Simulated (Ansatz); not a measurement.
MnS:

```
Mn S
1.0
     2.61225    2.61225    5.22450
     2.61225   -2.61225    0.00000
     2.61225    2.61225    0.00000
Mn S
2 2
Direct
  0.00000 0.00000 0.00000
  0.50000 0.50000 0.00000
  0.50000 0.00000 0.50000
  0.00000 0.50000 0.50000
```

The cell isn't the ideal one: another cell of the same crystal, with 4 atoms.

Program: Ansatz 0.2.0. Alike in all runs: task single point; potentials or basis Ansatz PAW; cell another cell of the same crystal, with 4 atoms; k mesh 6 × 6 × 6; cutoff (eV) 420; smearing gaussian 0.05 eV.

Question: Order these runs on this cell by their band gap on the k mesh, lowest first.
A. level PBEsol+U; spin collinear, ferrimagnetic start; U Mn d U = 2 eV; hubbard projectors ortho-atomic (the default); double counting fll (the default)
B. level PBE; spin collinear, ferrimagnetic start
C. level PBE+U; spin collinear, antiferromagnetic start; U Mn d U = 3 eV; hubbard projectors ortho-atomic (the default); double counting fll (the default)

Answer: B (metal), A (0.48 eV), C (0.79 eV).

Caveats: the magnetic or orbital state may not be the lowest (some runs); semilocal functionals often make such compounds metallic where correlation or magnetic order opens a gap, which also shifts bond lengths (some runs).

A k mesh can miss the band edges.

Not every run made on this cell is shown here.
